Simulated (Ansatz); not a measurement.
# Li: the cost of one run

Method: DFT r2SCAN, plane waves, PAW, scalar-relativistic, no spin polarisation, in Ansatz 0.2.0.

## (1) The starting structure

The cell holds 17 atoms (Li17): a = 6.980 Å, b = 6.980 Å, c = 6.980 Å, α = 90.00°, β = 90.00°, γ = 90.00°.

Structure file:

```xyz
17
Lattice="6.9800 0.0000 0.0000 0.0000 6.9800 0.0000 0.0000 0.0000 6.9800" Properties=species:S:1:pos:R:3 pbc="T T T"
Li    0.0000    0.0000    0.0000
Li    3.4900    0.0000    0.0000
Li    0.0000    3.4900    0.0000
Li    0.0000    0.0000    3.4900
Li    1.7450    1.7450    1.7450
Li    3.4900    3.4900    0.0000
Li    3.4900    0.0000    3.4900
Li    5.2350    1.7450    1.7450
Li    0.0000    3.4900    3.4900
Li    1.7450    5.2350    1.7450
Li    1.7450    1.7450    5.2350
Li    3.4900    3.4900    3.4900
Li    5.2350    5.2350    1.7450
Li    5.2350    1.7450    5.2350
Li    1.7450    5.2350    5.2350
Li    5.2350    5.2350    5.2350
Li    5.1696    2.6695   -0.0246
```

## (2) End point A

File input.yaml:

```yaml
crystal:
  lattice:
    - [6.98, 0.0, 0.0]
    - [0.0, 6.98, 0.0]
    - [0.0, 0.0, 6.98]
  atoms:
    - { symbol: Li, position: [0.0, 0.0, 0.0] }
    - { symbol: Li, position: [0.5, 0.0, 0.0] }
    - { symbol: Li, position: [0.0, 0.5, 0.0] }
    - { symbol: Li, position: [0.0, 0.0, 0.5] }
    - { symbol: Li, position: [0.25, 0.25, 0.25] }
    - { symbol: Li, position: [0.5, 0.5, 0.0] }
    - { symbol: Li, position: [0.5, 0.0, 0.5] }
    - { symbol: Li, position: [0.75, 0.25, 0.25] }
    - { symbol: Li, position: [0.0, 0.5, 0.5] }
    - { symbol: Li, position: [0.25, 0.75, 0.25] }
    - { symbol: Li, position: [0.25, 0.25, 0.75] }
    - { symbol: Li, position: [0.5, 0.5, 0.5] }
    - { symbol: Li, position: [0.75, 0.75, 0.25] }
    - { symbol: Li, position: [0.75, 0.25, 0.75] }
    - { symbol: Li, position: [0.25, 0.75, 0.75] }
    - { symbol: Li, position: [0.75, 0.75, 0.75] }
    - { symbol: Li, position: [0.7406266, 0.3824466, -0.0035257] }
basis:
  ecutwfc: 500.0
kpoints:
  mp_grid: { grid: [4, 4, 4] }
hamiltonian:
  xc: r2scan
scf:
  occupations: { method: gaussian, width: 0.05 }
  lower_state_search: "off"
relax:
  f_tol: 0.03
  max_steps: 60
  adjacent_minimum: "off"
```

Command:

```
> ansatz run input.yaml --threads 4 --pin off --max-ram 10240MiB --backend cpu --events-out ev --progress --plain --runs-dir out
```

Q: Estimate wall time and peak memory on 4 threads of Intel Xeon Platinum 8488C (Sapphire Rapids), shared host.

About 2.4 min, with a peak of 1.1 GiB.
